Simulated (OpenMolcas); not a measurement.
# C3H9Ga (trimethylgallium (TMGa)): UB3LYP/ANO-RCC-VDZP (DKH2, RICD fitting, scramble 0.25)

We compute an energy scan of C3H9Ga (trimethylgallium (TMGa)). 

Program for the calculation: OpenMolcas 26.06.

2 further runs of the same task are left out: 2 set aside as unsound or not needed.

## Step 1: The molecule

The species is C3H9Ga (13 atoms), meant as a singlet with charge 0. SMILES: `C[Ga](C)C`. The coordinates come from a PBE0-D4/def2-TZVP relaxation.

Bond lengths: C1–Ga2 1.976 Å, Ga2–C3 1.976 Å, Ga2–C4 1.976 Å, C1–H5 1.092 Å, C1–H6 1.096 Å, C1–H7 1.092 Å, C3–H8 1.092 Å, C3–H9 1.092 Å, C3–H10 1.096 Å, C4–H11 1.092 Å, C4–H12 1.096 Å, C4–H13 1.092 Å. Some angles: C1–Ga2–C3 119.7°, C1–Ga2–C4 120.1°, C3–Ga2–C4 120.1°, Ga2–C1–H5 111.9°, Ga2–C1–H6 109.2°, Ga2–C1–H7 112.2°, Ga2–C3–H8 111.9°, Ga2–C3–H9 112.2°, Ga2–C3–H10 109.2°, Ga2–C4–H11 112.0°.

## Step 2: An energy scan at UB3LYP/ANO-RCC-VDZP (DKH2, RICD fitting, scramble 0.25)

File point1.xyz:

```xyz
13
R = 3.276
C     -2.151472     0.397368    -0.758992
Ga    -1.733912    -1.280592     0.197708
C     -0.360562    -1.282412     1.618608
C     -2.749672    -2.927492    -0.202072
H      0.495980     2.295540    -1.105570
H     -2.883762     0.970228    -0.179592
H     -2.587222     0.214168    -1.743072
H      0.442288    -0.572032     1.410178
H      0.073288    -2.272522     1.771488
H     -0.820842    -0.978832     2.565248
H     -3.082522    -2.960762    -1.241542
H     -3.647132    -2.958272     0.425498
H     -2.172822    -3.828862     0.014558
```

File calc.inp:

```
* C3H9Ga Kohn-Sham DFT
&GATEWAY
Coord
point1.xyz
Basis
ANO-RCC-VDZP
Group
NoSym
RICD
&SEWARD
&SCF
UHF
KSDFT
B3LYP
Scramble
0.25
PrOrbitals
0
>>> ForEach K in (1, 2, 3, 4, 5, 6, 7, 8, 9)
&GATEWAY
Coord
$CurrDir/point$K.xyz
Basis
ANO-RCC-VDZP
Group
NoSym
RICD
&SEWARD
&SCF
UHF
KSDFT
B3LYP
PrOrbitals
0
FileOrb
$Project.UhfOrb
>>> EndDo
```

On the command line:

```
$ export MOLCAS_MEM=1860
$ pymolcas calc.inp > calc.log
```

Output:

```text
--- Start Module: gateway ---

                                              &GATEWAY

                       available to each process: 1.9 GB of memory, 1 thread

++    Symmetry information:
      ---------------------

                    Character Table for C1

                             E
                    a        1  x, y, xy, Rz, z, xz, Ry, yz, Rx, I
--

++    Basis set information:
      ----------------------

      Basis set label: C.ANO-RCC...3S2P1D.

      Electronic valence basis set:
      ------------------
      Associated Effective Charge   6.000000 au
      Associated Actual Charge      6.000000 au
      Nuclear Model: Point charge

      Shell  nPrim  nBasis  Cartesian Spherical Contaminant
         s      14       3        X
         p       9       2        X
         d       4       1                 X

      Basis set label: GA.ANO-RCC...5S4P2D.

      Electronic valence basis set:
      ------------------
      Associated Effective Charge  31.000000 au
      Associated Actual Charge     31.000000 au
      Nuclear Model: Point charge

      Shell  nPrim  nBasis  Cartesian Spherical Contaminant
         s      20       5        X
         p      17       4        X
         d      11       2                 X

      Basis set label: C.ANO-RCC...3S2P1D.

      Electronic valence basis set:
      ------------------
      Associated Effective Charge   6.000000 au
      Associated Actual Charge      6.000000 au
      Nuclear Model: Point charge

      Shell  nPrim  nBasis  Cartesian Spherical Contaminant
         s      14       3        X
         p       9       2        X
         d       4       1                 X

      Basis set label: H.ANO-RCC...2S1P.

      Electronic valence basis set:
      ------------------
      Associated Effective Charge   1.000000 au
      Associated Actual Charge      1.000000 au
      Nuclear Model: Point charge

      Shell  nPrim  nBasis  Cartesian Spherical Contaminant
         s       8       2        X
         p       4       1        X
--

++    Molecular structure info:
      -------------------------

                    ************************************************
                    **** Cartesian Coordinates / bohr, angstrom ****
                    ************************************************

     Center  Label                x              y              z                     x              y              z
        1      C1              -4.065693       0.750917      -1.434287             -2.151472       0.397368      -0.758992
        2      GA2             -3.276619      -2.419968       0.373614             -1.733912      -1.280592       0.197708
        3      C3              -0.681363      -2.423407       3.058726             -0.360562      -1.282412       1.618608
[... 9 lines of this table left out ...]
       13      H13             -4.106039      -7.235501       0.027511             -2.172822      -3.828862       0.014558

                    ***************************************
                    *    InterNuclear Distances / bohr    *
                    ***************************************

               1 C1            2 GA2           3 C3            4 C4            5 H5            6 H6
    1 C1       0.000000
    2 GA2      3.734388        0.000000
    3 C3       6.458884        3.734326        0.000000
    4 C4       6.470125        3.733762        6.471867        0.000000
[... 8 lines of this table left out ...]
   13 H13      8.119196        4.898681        6.638743        2.063311       12.800784        9.175276

               7 H7            8 H8            9 H9           10 H10          11 H11          12 H12
    7 H7       0.000000
    8 H8       8.395793        0.000000
    9 H9       9.563970        3.358385        0.000000
   10 H10      9.083465        3.324613        3.328900        0.000000
   11 H11      6.145834        9.479183        8.347192        9.167586        0.000000
   12 H12      7.532990        9.138754        7.588013        7.672527        3.326032        0.000000
   13 H13      8.367686        8.321985        6.139140        7.665988        3.358687        3.327415

              13 H13
   13 H13      0.000000

                    *******************************************
                    *    InterNuclear Distances / angstrom    *
                    *******************************************

               1 C1            2 GA2           3 C3            4 C4            5 H5            6 H6
    1 C1       0.000000
    2 GA2      1.976153        0.000000
    3 C3       3.417894        1.976120        0.000000
    4 C4       3.423842        1.975822        3.424764        0.000000
[... 8 lines of this table left out ...]
   13 H13      4.296493        2.592270        3.513071        1.091857        6.773883        4.855347

               7 H7            8 H8            9 H9           10 H10          11 H11          12 H12
    7 H7       0.000000
    8 H8       4.442862        0.000000
    9 H9       5.061035        1.777181        0.000000
   10 H10      4.806763        1.759310        1.761578        0.000000
   11 H11      3.252235        5.016167        4.417144        4.851277        0.000000
   12 H12      3.986287        4.836020        4.015404        4.060127        1.760061        0.000000
   13 H13      4.427989        4.403805        3.248693        4.056666        1.777340        1.760792

              13 H13
   13 H13      0.000000

[... 77 lines left out ...]
      Nuclear repulsion energy =  264.87839440
[... 67 lines left out ...]
++ Convergence information
                               UHF B3LYP      iterations: Energy and convergence statistics
[... 20 lines left out ...]
       Convergence after  22 Iterations
[... 3 lines left out ...]
 *                                             SCF/KS-DFT Program, Final results                                             *
 *                                                       Final Results                                                       *
[... 115 lines left out ...]
      Title: Natural orbitals
[... 61 lines left out ...]
++ Convergence information
                               UHF B3LYP      iterations: Energy and convergence statistics
[... 15 lines left out ...]
       Convergence after   8 Iterations
[... 3 lines left out ...]
 *                                             SCF/KS-DFT Program, Final results                                             *
 *                                                       Final Results                                                       *
[... 116 lines left out ...]
      Title: Natural orbitals
[... 28 lines left out ...]
[... 113 lines of this table left out ...]
      114 H13    2pz       -0.0078   -0.0180   -0.0161    0.0451    0.0020    0.0260   -0.0014    0.0255    0.0347   -0.0128

          Orbital           41        42        43        44        45        46        47        48        49        50
          Energy            0.4796    0.4234    0.5487    1.5415    0.5023    0.3467    0.2605    0.8376    0.5019    0.5854
          Occ. No.          0.0000    0.0000    0.0000    0.0000    0.0000    0.0000    0.0000    0.0000    0.0000    0.0000

[... 113 lines of this table left out ...]
      114 H13    2pz       -0.0460    0.0707   -0.0528   -0.0460    0.1353    0.0128   -0.0467    0.0077    0.0474   -0.1233

          Orbital           51        52        53        54        55        56        57        58        59        60
          Energy            0.6917    2.5159    1.6961    0.8168    0.4323    2.4106    0.6973    0.4998    1.0617    0.5885
          Occ. No.          0.0000    0.0000    0.0000    0.0000    0.0000    0.0000    0.0000    0.0000    0.0000    0.0000

[... 113 lines of this table left out ...]
      114 H13    2pz        0.0452   -0.0788   -0.0789    0.0562    0.0650   -0.0670   -0.0427    0.0567    0.0889    0.0221

          Orbital           61        62        63        64        65        66        67        68        69        70
          Energy            1.9386    2.3073    2.0162    1.2761    0.8213    2.2984    2.7731    2.7218    2.5937    1.1877
          Occ. No.          0.0000    0.0000    0.0000    0.0000    0.0000    0.0000    0.0000    0.0000    0.0000    0.0000

[... 113 lines of this table left out ...]
      114 H13    2pz       -0.2813   -0.0160   -0.0107    0.1307   -0.1095   -0.0792    0.0374    0.1120   -0.1854   -0.4688

          Orbital           71        72        73        74        75        76        77        78        79        80
          Energy            2.3961    1.5530    1.4606    2.9348    2.1594    2.1854    1.7710    2.1808    1.2441    1.2279
          Occ. No.          0.0000    0.0000    0.0000    0.0000    0.0000    0.0000    0.0000    0.0000    0.0000    0.0000

[... 113 lines of this table left out ...]
      114 H13    2pz       -0.0875   -0.3167   -0.0915   -0.0703    0.7731    0.1762    0.2796   -0.5728   -0.0200   -0.2075

          Orbital           81
          Energy            1.7640
          Occ. No.          0.0000

        1 C1     1s        -0.1751
        2 C1     2s        -1.1283
        3 C1     3s        -0.7127
        4 C1     2px       -0.4925
        5 C1     3px       -0.3902
        6 C1     2py        0.2907
        7 C1     3py        0.3209
        8 C1     2pz       -0.4955
        9 C1     3pz       -0.4607
       10 C1     3d2-       0.0972
       11 C1     3d1-       0.1534
       12 C1     3d0       -0.0208
       13 C1     3d1+      -0.0529
       14 C1     3d2+       0.0334
       15 GA2    1s        -0.0001
       16 GA2    2s        -0.0011
       17 GA2    3s         0.0129
       18 GA2    4s         0.0292
       19 GA2    5s        -0.0076
       20 GA2    2px        0.0037
       21 GA2    3px        0.0522
       22 GA2    4px        0.4011
       23 GA2    5px        0.0652
       24 GA2    2py        0.0202
       25 GA2    3py        0.2865
       26 GA2    4py        2.3569
       27 GA2    5py        0.4552
       28 GA2    2pz       -0.0035
       29 GA2    3pz       -0.0502
       30 GA2    4pz       -0.4456
       31 GA2    5pz       -0.0993
       32 GA2    3d2-      -0.0238
       33 GA2    4d2-       0.0074
       34 GA2    3d1-      -0.0261
       35 GA2    4d1-       0.0772
       36 GA2    3d0        0.0079
       37 GA2    4d0       -0.0301
       38 GA2    3d1+      -0.0003
       39 GA2    4d1+       0.0129
       40 GA2    3d2+      -0.0057
       41 GA2    4d2+      -0.0122
       42 C3     1s         0.0059
       43 C3     2s         0.0242
       44 C3     3s         0.0017
       45 C3     2px       -0.1299
       46 C3     3px       -0.2067
       47 C3     2py       -0.7773
       48 C3     3py       -1.2436
       49 C3     2pz        0.1516
       50 C3     3pz        0.2490
       51 C3     3d2-      -0.3095
       52 C3     3d1-       0.3588
       53 C3     3d0       -0.1505
       54 C3     3d1+       0.1755
       55 C3     3d2+      -0.2554
       56 C4     1s         0.1630
       57 C4     2s         1.0734
       58 C4     3s         0.7089
       59 C4     2px        0.5380
       60 C4     3px        0.4805
       61 C4     2py        0.2492
       62 C4     3py        0.2966
       63 C4     2pz        0.4166
       64 C4     3pz        0.4192
       65 C4     3d2-       0.1046
       66 C4     3d1-       0.1065
       67 C4     3d0       -0.0762
       68 C4     3d1+       0.0606
       69 C4     3d2+       0.0175
       70 H5     1s         0.2960
       71 H5     2s         0.0486
       72 H5     2px       -0.0162
       73 H5     2py       -0.0868
       74 H5     2pz        0.1553
       75 H6     1s        -0.0974
       76 H6     2s        -0.1187
       77 H6     2px        0.0948
       78 H6     2py        0.0253
       79 H6     2pz        0.0697
       80 H7     1s        -0.3075
       81 H7     2s        -0.2180
       82 H7     2px        0.0875
       83 H7     2py        0.0581
       84 H7     2pz       -0.0053
       85 H8     1s         0.3280
       86 H8     2s        -0.3270
       87 H8     2px        0.2822
       88 H8     2py        0.5643
       89 H8     2pz       -0.2943
       90 H9     1s        -0.3367
       91 H9     2s         0.3401
       92 H9     2px       -0.0390
       93 H9     2py        0.7061
       94 H9     2pz        0.0186
       95 H10    1s         0.0178
       96 H10    2s        -0.0329
       97 H10    2px        0.0029
       98 H10    2py        0.2272
       99 H10    2pz       -0.0237
      100 H11    1s         0.2752
      101 H11    2s         0.1628
      102 H11    2px       -0.0583
      103 H11    2py        0.0733
      104 H11    2pz       -0.0643
      105 H12    1s         0.0821
      106 H12    2s         0.1299
      107 H12    2px       -0.0617
      108 H12    2py        0.0188
      109 H12    2pz       -0.0842
      110 H13    1s        -0.2352
      111 H13    2s         0.0056
      112 H13    2px       -0.0302
      113 H13    2py       -0.1225
      114 H13    2pz       -0.1127
--

++    Molecular properties:
      ---------------------

      Charge (e):
                      =   -0.0000
      Dipole Moment (debye):
      Origin of the operator (angstrom)=    0.1090    0.0520   -0.0347
                   X=  8.5211E-03               Y=  6.9309E-02               Z=  1.9703E-02           Total=  7.2557E-02
      Quadrupole Moment (debye*angstrom):
      Origin of the operator (angstrom)=    0.1090    0.0520   -0.0347
                  XX= -3.8038E+01              XY= -8.0374E-01              XZ= -2.4988E+00              YY= -3.9997E+01
                  YZ=  7.9323E-01              ZZ= -3.7958E+01
      In traceless form (debye*angstrom)
                  XX=  9.3940E-01              XY= -1.2056E+00              XZ= -3.7482E+00              YY= -1.9987E+00
                  YZ=  1.1898E+00              ZZ=  1.0593E+00
--

--- Stop Module: scf /rc=_RC_ALL_IS_WELL_ ---
--- Module scf spent 19 seconds ---

>>> END FOREACH

.##################.
.# Happy landing! #.
.##################.

    Timing: Wall=294.45 User=278.89 System=15.46
```

Run time: 4.9 min. Hardware: 1 thread of Arm Neoverse V2, shared host; peak memory 0.24 GiB.

The scan, from its lowest point:

```csv
H5–C1 (Å),energy (kJ/mol)
3.276,469.5
2.621,445.9
2.184,385.3
1.857,280.0
1.584,166.6
1.365,71.0
1.201,14.5
1.092,0.0
0.983,24.9
```

## Step 3: What came out

At UB3LYP/ANO-RCC-VDZP (DKH2, RICD fitting, scramble 0.25):

```
                 quantity           value
lowest energy of the scan  -2063.70415 Eh
```
